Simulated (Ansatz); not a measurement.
**WS2 (P-6m2): relaxation of cell and ions from a Python script**

What cell does WS2 (P-6m2) relax to? A script is to give a relaxation of cell and ions; the system is WS2 (P-6m2).

Computed with Ansatz 0.2.0 through its Python package. Level of theory: DFT r2SCAN, plane waves, PAW.

### Step 1. The system

The structure is hexagonal, space group P-6m2 (No. 187). Conventional cell: a = 3.184 Å, b = 3.184 Å, c = 16.951 Å, α = 90.00°, β = 90.00°, γ = 120.00°. Around W (site symmetry -6m2) lie 6 S at 2.41 Å. Around S (site symmetry 3m) lie 3 W at 2.41 Å.

No structure file is read: the coordinates are typed or built in the script.

### Step 2. The script

run_vcrelax.py

```python
'''Relax cell and ions of WS2.'''

import ansatz as az
from ase import Atoms
from ase.io import write
from ase.neighborlist import neighbor_list
import numpy as np

def edges_and_angles(cell):
    cell = np.asarray(cell)
    a, b, c = np.linalg.norm(cell, axis=1)
    cosines = cell[1] @ cell[2] / (b * c), cell[0] @ cell[2] / (a * c), cell[0] @ cell[1] / (a * b)
    return (a, b, c, *np.degrees(np.arccos(cosines)))


def main() -> None:
    structure = (
        az.Lattice.from_parameters(3.18351636, 3.18351636, 16.95057789, alpha=90, beta=90, gamma=120)
        .space_group(187)
        .atom('W', [0.0, 0.0, 0.0])
        .atom('S', [1 / 3, 2 / 3, 0.90799949])
    )

    # shape and ions at fixed volume
    setup = (
        structure.calculation()
        .functional('r2SCAN')
        .basis(56 * az.Ry)
        .kpoints(density=3.4)
        .occupations('Marzari-Vanderbilt')
        .mixing('anderson', ndim=4, beta=0.4)
        .relax(fix_cell=['volume'])
    )
    steps = []


    def follow(event):
        if event['event'] != 'relax_step':
            return
        row = event['data']
        steps.append(row)
        print(f'step {row["step"]:3d}  E = {row["lagrangian_ev"]:.5f} eV  largest force component = {row["allowed_force_max_ev_ang"]:.4f} eV/A  P = {row["pressure_gpa"]:.3f} GPa')


    done = setup.session().plan(threads=1).execute(on_event=follow)
    report = done.report

    first, last = steps[0], steps[-1]
    symbols = [site.symbol for site in done.lattice.sites]
    print(f'energy gained {first["lagrangian_ev"] - last["lagrangian_ev"]:.4f} eV in {len(steps) - 1} steps')
    for label, vectors in (('before', first['cell_ang']), ('after', done.lattice.cell_ang)):
        print(label, 'a b c (A) {:.4f} {:.4f} {:.4f}  angles {:.2f} {:.2f} {:.2f}'.format(*edges_and_angles(vectors)), f' V = {abs(np.linalg.det(vectors)):.3f} A^3')
    print('final stress xx yy zz (GPa, compression positive):', np.round(np.diag(report['stress_gpa']), 3) + 0.0)

    relaxed = Atoms(symbols, positions=[site.position_ang for site in done.lattice.sites], cell=done.lattice.cell_ang, pbc=True)
    write('relaxed.extxyz', relaxed, format='extxyz')

    final = Atoms(symbols, positions=last['positions_ang'], cell=done.lattice.cell_ang, pbc=True)
    i, j, d = neighbor_list('ijd', final, 4.5)
    print('neighbours within 1.2 times the shortest distance of each atom (A)')
    for atom in range(len(final)):
        near = [m for m in np.argsort(d) if i[m] == atom]
        shell = [m for m in near if d[m] < 1.2 * d[near[0]]]
        print(f'{symbols[atom]}{atom} ({len(shell)}):', ', '.join(f'{symbols[j[m]]} {d[m]:.3f}' for m in shell))

    print('atom   start x y z (A)              end x y z (A)')
    for symbol, a, b in zip(symbols, first['positions_ang'], last['positions_ang']):
        print(f'{symbol:3s}', ' '.join(f'{v:8.4f}' for v in a), '  ', ' '.join(f'{v:8.4f}' for v in b))

    print('relaxed fractional positions')
    for site in done.lattice.sites:
        print(f'  {site.symbol:2s}', ' '.join(f'{v % 1:8.5f}' for v in np.round(site.position_frac, 5)))

    for key in ('converged', 'n_iterations', 'n_electrons', 'n_kpoints', 'n_pw', 'n_symmetry_ops', 'free_energy_ev', 'fermi_energy_ev'):
        print(f'{key:18s} {report[key]}')


if __name__ == '__main__':
    main()
```

### Step 3. Launch

Run with:

```
$ python run_vcrelax.py
```

Q: Predict the main results. Wanted: free energy; moves of the relaxation; energy gained; last largest force component; relaxed conventional cell; space group at the end.

As calculated:

| quantity | value |
| --- | --- |
| free energy | -12211.6194 eV (-4070.5398 eV/atom) |
| moves of the relaxation | 1 |
| energy gained (ahead of the last change of basis) | 0.0 meV/atom |
| last largest force component | 0.0066 eV/Å |
| relaxed conventional cell | a = 3.182 Å, b = 3.182 Å, c = 16.971 Å, α = 90.00°, β = 90.00°, γ = 120.00° |
| space group at the end | P-6m2 |

The volume hardly changed, and the space group stayed P-6m2. Reading the output:
- No spin polarisation was allowed.
- The cell holds layers, chains or clusters in vacuum, no bulk phase; its stress is averaged over the vacuum too and scales with the cell's height.
- Part of the cell is held or a pressure is applied, so the end point needn't be the zero-pressure lattice.
- With fixed filling the reported Fermi level is the top filled level among the k-points of the SCF.
- The zero of the levels is a convention of the potentials, so an absolute Fermi energy is no work function.
- Energies along a relaxation are free energies. Rows at an unchanged volume are solved on a plane-wave basis chosen afresh for that cell, so the energy jumps there and such rows are no steps of the walk.
- The structure is layered, and without a dispersion term the spacing of the layers is poorly determined.
- An opening on this mesh may only mean that it misses a point where bands touch.
- Points of the mesh across the vacuum add cost only.
- Spin-orbit coupling, which matters for elements this heavy, is left out.
- This cell is a computed structure, which may not be the phase found in nature.
